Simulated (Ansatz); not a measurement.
# Si5H12: basis-set convergence

The task here is to estimate one member of a computed series from the others.

Computed with Ansatz 0.2.0, Gaussian basis. Level: one geometry, several basis sets.

Plan: PBE0-D4/def2-SVP; ωB97M-V/def2-SVP; PBE0-D4/def2-QZVPP; ωB97M-V/def2-QZVPP; the functionals' def2-TZVPP values are taken from earlier runs.

## The geometry

All runs share one geometry, relaxed beforehand with PBE0-D4 in a triple-zeta def2 set.

SMILES `[SiH3][Si]([SiH3])([SiH3])[SiH3]`, 17 atoms, charge 0, spin multiplicity 1.

Atoms are counted from 1 here; the program's logs count them from 0.

Bond lengths: Si1–Si2 2.336 Å, Si1–H6 1.488 Å, Si1–H7 1.488 Å, Si1–H8 1.488 Å, Si2–Si3 2.336 Å, Si2–Si4 2.336 Å, Si2–Si5 2.336 Å, Si3–H9 1.488 Å, Si3–H10 1.488 Å, Si3–H11 1.488 Å, Si4–H12 1.488 Å, Si4–H13 1.488 Å, Si4–H14 1.488 Å, Si5–H15 1.488 Å, Si5–H16 1.488 Å, Si5–H17 1.488 Å. Angles: Si2–Si1–H6 110.2°, Si2–Si1–H7 110.2°, Si2–Si1–H8 110.3°, H6–Si1–H7 108.7°, H6–Si1–H8 108.7°, H7–Si1–H8 108.7°, Si1–Si2–Si3 109.4°, Si1–Si2–Si4 109.5°, Si1–Si2–Si5 109.5°, Si3–Si2–Si4 109.5°, Si3–Si2–Si5 109.4°, Si4–Si2–Si5 109.6°, Si2–Si3–H9 110.2°, Si2–Si3–H10 110.2°, Si2–Si3–H11 110.3°, H9–Si3–H10 108.7°, H9–Si3–H11 108.7°, H10–Si3–H11 108.7° and more.

Set-up of the first run:

Contents of in.yaml:

```yaml
crystal:
  periodic: [false, false, false]
  atoms:
    - {symbol: Si, position_ang: [-0.373074, 1.166569, -1.986135]}
    - {symbol: Si, position_ang: [-0.001919, -0.001102, 0.002540]}
    - {symbol: Si, position_ang: [2.215462, 0.293843, 0.674347]}
    - {symbol: Si, position_ang: [-0.416060, -2.274172, -0.339833]}
    - {symbol: Si, position_ang: [-1.431075, 0.812833, 1.661207]}
    - {symbol: H, position_ang: [-0.119185, 2.618766, -1.784770]}
    - {symbol: H, position_ang: [0.535411, 0.667316, -3.053516]}
    - {symbol: H, position_ang: [-1.780170, 0.986259, -2.434948]}
    - {symbol: H, position_ang: [2.471074, -0.440435, 1.942946]}
    - {symbol: H, position_ang: [2.498313, 1.737999, 0.893841]}
    - {symbol: H, position_ang: [3.142746, -0.220398, -0.369454]}
    - {symbol: H, position_ang: [-0.165871, -3.037937, 0.912339]}
    - {symbol: H, position_ang: [0.474064, -2.804778, -1.407574]}
    - {symbol: H, position_ang: [-1.830651, -2.482674, -0.751119]}
    - {symbol: H, position_ang: [-2.850220, 0.623156, 1.256459]}
    - {symbol: H, position_ang: [-1.199632, 0.090219, 2.941114]}
    - {symbol: H, position_ang: [-1.188318, 2.264037, 1.882657]}
basis:
  gaussian: {orbitals: def2-SVP}
hamiltonian: {xc: pbe0, dispersion: d4}
output: {orbitals: {seedname: orbitals}}
```

Steps of the session up to this table: PBE0-D4 in def2-SVP; ωB97M-V in def2-SVP; PBE0-D4 in def2-QZVPP; ωB97M-V in def2-QZVPP.

One table of the session follows, with a row left open; its other results are not shown here.

It belongs to the step «Functionals by basis». 

| functional | basis | HOMO (eV) | LUMO (eV) |
| --- | --- | --- | --- |
| PBE0-D4 | def2-SVP | -8.07 | -0.15 |
| PBE0-D4 | def2-TZVPP | -8.02 | -0.37 |
| PBE0-D4 | def2-QZVPP | -8.02 | -0.40 |
| ωB97M-V | def2-SVP | -9.98 | 1.66 |
| ωB97M-V | def2-TZVPP | -9.97 | 1.33 |
| ωB97M-V | def2-QZVPP | ? | ? |

**Question.** Estimate the row for ωB97M-V, def2-QZVPP.

As computed: HOMO (eV): -9.97; LUMO (eV): 1.15.
